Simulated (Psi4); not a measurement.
# SiSbH5 (SbH2(SiH3)) at 4 levels

Aim: a comparison of 4 runs (HF/3-21G, UM06-D3(0)/DZVP, PBE0/def2-SVP, OMP2/LANL2DZ) of SiSbH5 (SbH2(SiH3)). 

Program for the calculation: Psi4 1.11.

4 further runs of the same task are left out: 4 set aside as unsound or not needed.

**1. The system as given**

SiSbH5: 7 atoms, total charge 0, spin state singlet. As SMILES, `[H][Sb]([H])[SiH3]`. The shape comes from GFN2-xTB, which is rough for such elements, and wasn't checked as a minimum.

Bond lengths: Sb1–Si4 2.534 Å, Sb1–H2 1.692 Å, Sb1–H3 1.692 Å, Si4–H5 1.461 Å, Si4–H6 1.463 Å, Si4–H7 1.462 Å. Angles: Sb1–Si4–H5 116.5°, Sb1–Si4–H6 108.6°, Sb1–Si4–H7 109.3°, H2–Sb1–Si4 90.4°, H3–Sb1–Si4 90.9°, H5–Si4–H6 107.3°, H5–Si4–H7 107.4°, H6–Si4–H7 107.3°, H2–Sb1–H3 88.4°.

**2. Energy and one-electron properties at HF/3-21G (run 1)**

The input, h5sbsi.xyz:

```xyz
7
H5SbSi
Sb     0.597850     1.098380     1.155690
H      1.971330     1.047760     0.168440
H     -0.060380     2.246590     0.101670
Si    -0.451710    -0.784440    -0.176280
H     -0.495060    -0.611890    -1.626310
H     -1.828920    -0.967870     0.281020
H      0.266890    -2.028520     0.095770
```

The input, calc.py:

```python
import psi4

psi4.set_memory(1600000000)
psi4.set_num_threads(1)
psi4.set_output_file('psi4.out', False)

with open('h5sbsi.xyz') as f:
    atoms = ''.join(f.readlines()[2:])
m = psi4.geometry('0 1\n' + atoms + '')

options = {'reference': 'rhf', 'diis': False, 'maxiter': 50, 'scf_type': 'pk'}
psi4.set_options(options)

E, wfn = psi4.energy("hf/3-21G", return_wfn=True)
psi4.oeprop(wfn, "QUADRUPOLE", "MULTIPOLE(3)", "DIPOLE", "MAYER_INDICES", "MULLIKEN_CHARGES", title="HF")
print(f'hf/3-21G energy: {E:.10f} Eh')
```

Run with:

```console
$ python calc.py
```

psi4.out:

```text
[...]
  Running in c1 symmetry.
[...]
  Nuclear repulsion =  226.933722918698948
[...]
  Multiplicity = 1
[...]
  Nalpha       = 35
  Nbeta        = 35
[...]
    Number of basis functions: 56
[...]
   @RHF iter   1: -6576.11771079022492   -3.78831e+00   1.16931e-02 ADIIS
[...]
   @RHF iter   9: -6576.37353887722293   -4.09518e-08   9.81137e-07
[...]
    Orbital Energies [Eh]
    ---------------------
    Doubly Occupied:
       1A   -1079.260142     2A   -163.958995     3A   -152.805117
       4A   -152.805110     5A   -152.804768     6A    -68.287267
       7A    -33.551568     8A    -28.788341     9A    -28.788267
      10A    -28.786651    11A    -20.693382    12A    -20.693369
      13A    -20.692041    14A    -20.691776    15A    -20.691253
      16A     -6.105680    17A     -6.090265    18A     -4.398333
      19A     -4.398119    20A     -4.392780    21A     -4.201040
      22A     -4.200599    23A     -4.200475    24A     -1.730991
      25A     -1.730574    26A     -1.725910    27A     -1.724628
      28A     -1.721597    29A     -0.782489    30A     -0.690448
      31A     -0.500017    32A     -0.493900    33A     -0.458149
      34A     -0.410064    35A     -0.342940
[...]
  @RHF Final Energy: -6576.37353887722293
   => Energetics <=
    Nuclear Repulsion Energy =            226.9337229186989475
    One-Electron Energy =               -9519.4204311187877465
    Two-Electron Energy =                2716.1131693228658150
    Total Energy =                      -6576.3735388772238366
[...]
 Multipole Moments:
 ------------------------------------------------------------------------------------
     Multipole            Electronic (a.u.)      Nuclear  (a.u.)        Total (a.u.)
 ------------------------------------------------------------------------------------
 L = 1.  Multiply by 2.5417464519 to convert [e a0] to [Debye]
 Dipole X            :          5.7825477           -5.7413192            0.0412285
 Dipole Y            :         10.5632427          -10.4849162            0.0783265
 Dipole Z            :         10.1011924          -10.1305242           -0.0293318
 Magnitude           :                                                    0.0932479
 L = 2.  Multiply by 1.3450342976 to convert [e a0^2] to [Debye ang]
 Quadrupole XX       :       -107.7074871           73.2985380          -34.4089492
 Quadrupole XY       :        -96.2858022           95.7299309           -0.5558712
[...]
  Mulliken Charges: (a.u.)
   Center  Symbol    Alpha    Beta     Spin     Total
       1    SB    25.28911 25.28911  0.00000  0.42177
       2     H     0.58453  0.58453  0.00000 -0.16905
       3     H     0.58374  0.58374  0.00000 -0.16749
       4    SI     6.80949  6.80949  0.00000  0.38102
       5     H     0.57496  0.57496  0.00000 -0.14992
       6     H     0.57958  0.57958  0.00000 -0.15916
       7     H     0.57859  0.57859  0.00000 -0.15717
   Total alpha = 35.00000, Total beta = 35.00000, Total charge = -0.00000
  Mayer Bond Indices:
[...]
```

The script printed:

```text
hf/3-21G energy: -6576.3735388772 Eh
```

Wall time 1.1 s (1 thread of AMD EPYC 9B45 (Zen 5), shared host); peak memory 0.2 GiB.

Atomic charges (e):

```csv
atom,Mulliken
Sb1,+0.422
H2,-0.169
H3,-0.167
Si4,+0.381
H5,-0.150
H6,-0.159
H7,-0.157
```

**3. Energy and one-electron properties at UM06-D3(0)/DZVP (IEF-PCM cyclohexane) (run 2)**

The input, calc.dat:

```
memory 1600 MB

molecule system {
  0 1
  Sb     1.12977276     2.07563738     2.18393758
  H      3.72527380     1.97997944     0.31830547
  H     -0.11410166     4.24543981     0.19212846
  Si    -0.85360819    -1.48237676    -0.33312092
  H     -0.93552782    -1.15630452    -3.07328049
  H     -3.45615790    -1.82900922     0.53105084
  H      0.50434901    -3.83334724     0.18097907
  units au
  symmetry c1
  no_reorient
  no_com
}

set reference uks
set scf_type pk
set print 2
set screening csam
set pcm true

pcm = {
  Units = Angstrom
  Medium {
    SolverType = IEFPCM
    Solvent = Cyclohexane
  }
  Cavity {
    Type = GePol
    RadiiSet = UFF
    Scaling = False
    Area = 0.5
    Mode = Implicit
  }
}

E, wfn = energy('m06-d3zero/DZVP', return_wfn=True)
oeprop(wfn, 'NO_OCCUPATIONS', 'MULLIKEN_CHARGES', 'MULTIPOLE(3)', 'MAYER_INDICES', 'ESP_AT_NUCLEI')
```

Run with:

```console
$ psi4 -n 1 calc.dat calc.out
```

calc.out:

```text
[...]
  Running in c1 symmetry.
[...]
  Nuclear repulsion =  226.933723280627987
[...]
  Multiplicity = 1
[...]
  Nalpha       = 35
  Nbeta        = 35
[...]
      Number of basis functions:        64
[...]
   @UKS iter   1: -6607.22389297459904   -2.31098e+00   9.86856e-03 DIIS/ADIIS
[...]
   @UKS iter   8: -6607.50587001224812   -1.62963e-08   2.61581e-07 DIIS
[...]
   @S^2 Observed:                9.947598301E-14
[...]
    Orbital Energies [Eh]
    ---------------------
    Alpha Occupied:
       1A   -1075.292061     2A   -160.957663     3A   -150.688289
       4A   -150.688173     5A   -150.687671     6A    -66.287850
       7A    -31.920930     8A    -27.623995     9A    -27.623570
      10A    -27.622114    11A    -19.706494    12A    -19.706478
      13A    -19.705511    14A    -19.705194    15A    -19.704914
      16A     -5.377047    17A     -5.368107    18A     -3.891585
      19A     -3.890297    20A     -3.886252    21A     -3.696193
      22A     -3.695381    23A     -3.695278    24A     -1.414390
      25A     -1.413406    26A     -1.410359    27A     -1.409120
      28A     -1.407017    29A     -0.582372    30A     -0.515720
      31A     -0.368992    32A     -0.363290    33A     -0.339737
      34A     -0.305426    35A     -0.251547
[...]
  @UKS Final Energy: -6607.50587001224812
   => Energetics <=
    Nuclear Repulsion Energy =            226.9337232806279872
    One-Electron Energy =               -9549.9574677577402326
    Two-Electron Energy =                2854.1039103070847887
    DFT Exchange-Correlation Energy =    -138.5851191227414461
    Empirical Dispersion Energy =          -0.0001643423309307
    VV10 Nonlocal Energy =                  0.0000000000000000
    PCM Polarization Energy =              -0.0007523771495840
    Total Energy =                      -6607.5058700122481241
[...]
 Multipole Moments:
 ------------------------------------------------------------------------------------
     Multipole            Electronic (a.u.)      Nuclear  (a.u.)        Total (a.u.)
 ------------------------------------------------------------------------------------
 L = 1.  Multiply by 2.5417464519 to convert [e a0] to [Debye]
 Dipole X            :        -45.3828287           45.3917315            0.0089028
 Dipole Y            :        -84.4868454           84.5109900            0.0241446
 Dipole Z            :       -104.8009269          104.8663071            0.0653802
 Magnitude           :                                                    0.0702623
 L = 2.  Multiply by 1.3450342976 to convert [e a0^2] to [Debye ang]
 Quadrupole XX       :       -135.0548361          102.2620599          -32.7927763
 Quadrupole XY       :       -150.1023558          149.6714010           -0.4309548
[...]
  Mulliken Charges: (a.u.)
   Center  Symbol    Alpha    Beta     Spin     Total
       1    SB    25.58131 25.58131  0.00000 -0.16262
       2     H     0.48177  0.48177 -0.00000  0.03645
       3     H     0.48128  0.48128 -0.00000  0.03744
       4    SI     6.89346  6.89346 -0.00000  0.21308
       5     H     0.51837  0.51837 -0.00000 -0.03675
       6     H     0.52240  0.52240  0.00000 -0.04480
       7     H     0.52141  0.52141  0.00000 -0.04281
   Total alpha = 35.00000, Total beta = 35.00000, Total charge =  0.00000
  Mayer Bond Indices:
[...]
```

Wall time 12 s (1 thread of AMD EPYC 9B45 (Zen 5), shared host); peak memory 0.79 GiB.

Atomic charges (e):

```csv
atom,Mulliken
Sb1,-0.163
H2,+0.036
H3,+0.037
Si4,+0.213
H5,-0.037
H6,-0.045
H7,-0.043
```

Run 3 isn't shown in full; the table further down has it.

**4. A single-point energy at OMP2/LANL2DZ (density fitting, core potential, density fitting for correlation, Cartesian functions) (run 4)**

The input, input.inp:

```
memory 1600 mb

molecule {
  0 1
  Sb
  H 1 1.692239
  H 1 1.691925 2 88.43104
  Si 1 2.533916 3 90.89676 2 -90.39326
  H 4 1.460904 1 116.50477 3 36.74292
  H 4 1.462695 5 107.28877 3 102.63389
  H 4 1.462235 5 107.44193 6 115.13631
}

set globals {
  basis           LANL2DZ
  scf_type        df
  num_frozen_docc 0
  mp2_type        df
}

e, wfn = energy("omp2", return_wfn=True)
print_variables()
```

Run with:

```console
$ psi4 -i input.inp -o input.out -n 1
```

input.out:

```text
[...]
    !!!  WARNING: ECP capability is in beta. Please check occupations closely.  !!!
[...]
  Running in c1 symmetry.
[...]
  Nuclear repulsion =   17.144622672203599
[...]
  Multiplicity = 1
[...]
  Nalpha       = 7
  Nbeta        = 7
[...]
    Number of basis functions: 26
[...]
   @DF-RHF iter   1:   -11.82768978994405   -1.24269e+00   4.32857e-03 DIIS/ADIIS
[...]
   @DF-RHF iter   9:   -11.84285696318592   -8.93507e-13   4.32640e-09 DIIS
[...]
    Orbital Energies [Eh]
    ---------------------
    Doubly Occupied:
       1A     -0.784925     2A     -0.694061     3A     -0.500329
       4A     -0.494645     5A     -0.457754     6A     -0.411385
       7A     -0.346554
[...]
  @DF-RHF Final Energy:   -11.84285696318592
   => Energetics <=
    Nuclear Repulsion Energy =             17.1446226722035995
    One-Electron Energy =                 -50.5956564162925346
    Two-Electron Energy =                  21.6081767809030154
    Total Energy =                        -11.8428569631859162
[...]
 Multipole Moments:
 ------------------------------------------------------------------------------------
     Multipole            Electronic (a.u.)      Nuclear  (a.u.)        Total (a.u.)
 ------------------------------------------------------------------------------------
 L = 1.  Multiply by 2.5417464519 to convert [e a0] to [Debye]
 Dipole X            :        -22.8484782           22.7597365           -0.0887418
 Dipole Y            :         -2.3968760            2.3763850           -0.0204910
 Dipole Z            :         -2.6739826            2.6465221           -0.0274605
 Magnitude           :                                                    0.0951265
[...]
	Warning: cc_lambda option is changed to TRUE
	For this residual convergence, default PCG convergence is:     1.00e-07
[...]
	DF-MP2 Total Energy (a.u.)         :   -11.94365629558043
[...]
	DF-MP2 Total Energy (a.u.)         :   -11.94446230098589
[...]
	DF-OMP2 Total Energy (a.u.)        :   -11.94446230098469
[...]
```

Wall time 1.8 s (1 thread of AMD EPYC 9B45 (Zen 5), shared host); peak memory 0.2 GiB.

**5. The series**

```csv
run,level,Cartesian functions,symmetry,energy (Eh),dipole moment (D),HOMO energy (eV),LUMO energy (eV),wall time
1,HF/3-21G,yes,auto,-6576.373539,0.24,-9.33,2.62,1.1 s
2,UM06-D3(0)/DZVP (IEF-PCM cyclohexane),no,c1,-6607.505870,0.18,-6.84,-0.32,12 s
3,PBE0/def2-SVP (core potential),no,c1,-532.509458,0.19,-7.33,-0.17,9 s
4,"OMP2/LANL2DZ (density fitting, core potential, density fitting for correlation, Cartesian functions)",yes,auto,-11.944462,–,-9.43,2.56,1.8 s
```

**6. What came out**

| quantity | value |
| --- | --- |
| run 4: total energy | -11.94446 Eh |
| run 4: HOMO energy (Hartree–Fock orbitals) | -9.43 eV |
| run 4: LUMO energy (Hartree–Fock orbitals) | 2.56 eV |
| run 4: HOMO–LUMO gap (Hartree–Fock orbitals) | 11.99 eV |
| run 4: correlation energy | -101.6 mEh |

Over runs 1, 2, 3 the dipole moment (its size) runs from 0.18 D (UM06-D3(0)/DZVP) to 0.24 D (HF/3-21G). The two ends differ in method and basis and solvent. Over runs 1, 2, 3 the HOMO–LUMO gap runs from 6.53 eV (UM06-D3(0)/DZVP) to 11.95 eV (HF/3-21G). Totals of different functionals can't be ranked against each other. Some runs of one species differ in core potentials or relativity; totals across that change don't compare. In runs 1, 2 relativity is left out where basis or elements ask for it. All runs together took 24 s, the longest 12 s.
